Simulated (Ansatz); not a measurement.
Hf2Pd2Se2Br2O3:

```xyz
11
Lattice="-1.8923 2.6721 12.2842 1.8923 -2.6721 12.2842 1.8923 2.6721 -12.2842" Properties=species:S:1:pos:R:3 pbc="T T T"
Hf    0.0000    0.0000   22.6263
Hf    0.0000    0.0000    1.9421
Pd    0.0000    0.0000   16.7881
Pd    0.0000    0.0000    7.7803
Se    0.0000    2.6721    2.8934
Se    1.8923    0.0000    9.3908
Br    0.0000    0.0000   19.3256
Br    0.0000    0.0000    5.2429
O     0.0000    2.6721    9.8571
O     1.8923    0.0000    2.4271
O     0.0000    0.0000    0.0000
```

The cell was built by a generator and needn't be a form met in nature.

Base run:

```yaml
Program: Ansatz 0.2.0
Functional: PBE
Potentials_or_basis: SPMS NC
Cutoff: "1034 eV (not typed: the program's choice for these potentials)"
k_mesh: 9 × 9 × 9
Occupations: fermi-dirac, width 0.05 eV
Spin: no spin polarisation
```

Its results: band gap on the k mesh none (metal or under the smearing width); pressure -0.4 GPa; largest force 0.107 eV/Å.

Question: The run is repeated on the same cell with these changes: potentials or basis from SPMS NC to Ansatz NC; cutoff from 1034 eV (not typed: the program's choice for these potentials) to 1240 eV (not typed: the program's choice for these potentials); valence electrons from 124 to 152. What comes out?

Answer: Band gap on the k mesh none (metal or under the smearing width); pressure 0.0 GPa; largest force 0.016 eV/Å.
